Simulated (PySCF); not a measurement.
# CH5BrSi (Bromomethylsilane): the cost of one run

Computed with PySCF 2.14.0, with density-fitted response routines of our own, on a single molecule, in the gas phase or a continuum. Atoms are numbered from 0 throughout.

## 1. The molecule as given

8 atoms, charge 0, multiplicity 1; geometry from: GFN2-xTB. The atoms were then displaced at random by about 0.01 Å, so the start is not that level's minimum.

Bonds of the start (Å): Si0–C1 1.88, C1–Br2 1.95, Si0–H3 1.46, Si0–H4 1.49, Si0–H5 1.45, C1–H6 1.09, C1–H7 1.08.

## 2. Optimising the geometry at PBE0-D3(BJ)/def2-TZVP

The job: settings as JSON, then the geometry in Å.

```
{"job": {"xc": "PBE0", "basis": "def2-TZVP", "d3": "d3bj", "grid": 2, "shake": 0.01, "kind": "geom"}, "charge": 0, "multiplicity": 1}
Si    -0.963550     0.006680    -0.044170
C      0.901890    -0.236900    -0.044340
Br     1.751610     1.380440     0.630950
H     -1.357970     0.300830     1.325330
H     -1.267950     1.166170    -0.926350
H     -1.580820    -1.197200    -0.566220
H      1.331510    -0.402590    -1.032750
H      1.240420    -1.036570     0.605080
```

On the command line:

```console
OMP_NUM_THREADS=1 python probes_run.py task.json out
```

One launch serves the whole session: the jobs run in the order shown.

Q: Estimate the wall time and peak memory of this first job on 1 thread of Intel Xeon 6975P-C, shared host.

About 21 s, with a peak of 0.59 GiB.
